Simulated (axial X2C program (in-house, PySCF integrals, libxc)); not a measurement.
**SbGe: properties at the nuclei**

Wanted for SbGe: properties at the nuclei, at the two-component level.

The runs use an in-house X2C program for linear molecules on PySCF integrals; two-component X2C with atomic mean-field terms, Sb dyall-cv3z, Ge dyall-cv3z.

All values are calculated.

## 1. Input

File task.json:

```json
{"zs": [51, 32], "q": 0, "bas": ["dyall-cv3z", "dyall-cv3z"], "r0": 2.61, "levels": ["PBE0", "HF", "r2SCAN", "PBE50", "TPSSh"], "nst": 3}
```

Keys: zs atomic numbers; q charge; bas basis sets; r0 starting distance in Å; levels methods (HF also brings MP2); nst determinants followed.

On the command line:

```bash
$ python soeom.py task.json out
```

The runs that follow: Expectation values, lowest determinant; Expectation values, a higher determinant; Expectation values, a higher determinant.

Before running it: what results should come out? Wanted: lowest determinant; Eeff magnitude; Ws magnitude Sb; A∥/gI Sb; qzz Sb; higher determinant (for each run or level that gives them).

The runs gave:

```
                                        quantity                                                  value
                              lowest determinant                Ω = 3/2 (excess of +ω over −ω: ω = 3/2)
                    Eeff magnitude (GV/cm), PBE0                                                  0.411
                     Ws magnitude Sb (kHz), PBE0                                                  0.112
                            A∥/gI Sb (MHz), PBE0                                                    203
                             qzz Sb (a.u.), PBE0                                                  -4.80
                              higher determinant                Ω = 1/2 (excess of +ω over −ω: ω = 1/2)
Eeff magnitude (GV/cm), PBE0, higher determinant                                                   2.65
 Ws magnitude Sb (kHz), PBE0, higher determinant                                                    2.4
        A∥/gI Sb (MHz), PBE0, higher determinant                                                   1500
         qzz Sb (a.u.), PBE0, higher determinant                                                  -4.50
                              higher determinant  Ω = 1/2 (excess of +ω over −ω: 2 × ω = -1/2, ω = 3/2)
Eeff magnitude (GV/cm), PBE0, higher determinant                                                   1.28
 Ws magnitude Sb (kHz), PBE0, higher determinant                                                   1.22
        A∥/gI Sb (MHz), PBE0, higher determinant                                                  -2130
         qzz Sb (a.u.), PBE0, higher determinant                                                  -6.13
```

In the first state, the effective field runs from 0.395 to 1.95 GV/cm over the mean-field levels, so the levels don't agree on it. The expectation values come from single determinants, which for open shells can mix terms of unlike spin or miss the lowest Ω, so a determinant need not be a state. Eeff is the effective electric field on the electron dipole moment in this Ω state and Ws the scalar–pseudoscalar constant (defined with the proton number Z and per Ω); A∥ is the parallel hyperfine constant, which follows by multiplying with the nuclear g factor gI = μI/(I μN); qzz is the electric field gradient, eQq0 = 234.96 MHz × Q/barn × qzz; μ is positive if Ge is the positive end. The operators were transformed with the bare-nucleus X2C matrices.
